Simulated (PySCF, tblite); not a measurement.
# C₆H₁₁O₂ radical: geometry, infrared bands and EPR parameters

Wanted: the infrared bands and EPR parameters of C₆H₁₁O₂ radical (`C=C(OC)[C@@H](C)C[O]`), by calculation.

Programs: tblite 0.8.0 and PySCF 2.14.0, with density-fitted response routines of our own. Each step states its level of theory. These are calculated values for one molecule in the gas phase, unless marked as measured. Atoms count from 0, in the outputs and in this text.

## 1. Starting geometry

19 atoms, charge 0, multiplicity 2; geometry from: force field or distance geometry start.

Bonds of the start (Å): C0–C1 1.34, C1–O2 1.37, O2–C3 1.40, C1–C4 1.47, C4–C5 1.52, C4–C6 1.52, C6–O7 1.38, C0–H8 1.08, C0–H9 1.07, C3–H10 1.11, C3–H11 1.12, C3–H12 1.12, C4–H13 1.11, C5–H14 1.13, C5–H15 1.10, C5–H16 1.12, C6–H17 1.11, C6–H18 1.12.

## 2. Geometry optimisation with GFN2-xTB

The job: settings as JSON, then the geometry in Å.

```
{"job": {"kind": "relax", "xc": "GFN2-xTB", "basis": "xTB"}, "charge": 0, "multiplicity": 2}
C      0.863900    -0.201800     1.683000
C      0.363100    -0.057000     0.446700
O      1.221700     0.018300    -0.615600
C      2.623500    -0.000600    -0.568600
C     -1.099400    -0.002800     0.287800
C     -1.493100     1.296000    -0.397400
C     -1.614000    -1.121000    -0.609500
O     -2.985400    -0.967800    -0.698500
H      0.137300    -0.261200     2.482400
H      1.910100    -0.252000     1.898000
H      2.997600     0.079400    -1.614200
H      3.052500     0.836900     0.043800
H      2.959500    -0.986800    -0.146300
H     -1.575200    -0.072200     1.284300
H     -1.637300     2.118900     0.370500
H     -0.706700     1.595100    -1.105000
H     -2.464300     1.095200    -0.917100
H     -1.374100    -2.124700    -0.200000
H     -1.189500    -0.982700    -1.631800
```

The run is started by

```bash
$ OMP_NUM_THREADS=1 python probes_run.py task.json out
```

One launch serves the whole session: the jobs run in the order shown.

**Question.** This job is followed by: GFN2-xTB harmonic vibrations, gas phase; UKS B3LYP, pcH-1 on C H O, non-relativistic, mean-field spin-orbit, GIAO. What will the session give for the following? strongest single infrared mode (GFN2-xTB); zero-point energy (GFN2-xTB); g(iso) (B3LYP); ⟨S²⟩; largest a(iso) (averaged by class); surface potential, 1st and 99th percentile; property runs in this session.

**Answer**, as computed:

| quantity | value |
| --- | --- |
| strongest single infrared mode (GFN2-xTB) | 1642 cm⁻¹, 203 km/mol |
| zero-point energy (GFN2-xTB) | 97.4 kcal/mol |
| g(iso) (B3LYP) | 2.01947 |
| ⟨S²⟩ | 0.755 (exact 0.75) |
| largest a(iso) (averaged by class) | 1H on H18, 334.8 MHz |
| surface potential, 1st and 99th percentile | -1.53 V and 1.04 V |
| property runs in this session | 1, of which 0 failed and 1 gave unsound results |

**Reading.** Relaxing lowered the energy by 0.623 eV in 60 steps; the close pair that moved most is C6–O7, from 1.383 to 1.301 Å. All 51 modes are real, so the xTB geometry is a minimum. The strongest single mode, at 1642 cm⁻¹, moves mainly C1 and C0. GFN2-xTB is a fitted tight-binding method: band positions and strengths are rough. Its intensities can rank the bands wrongly. Most of the unpaired spin sits on O7 (0.80 e). The isotropic g lies 17.2 ppt above the free-electron value. These values are not to be trusted: the run shows a large g shift, which the driver flags as unsure.
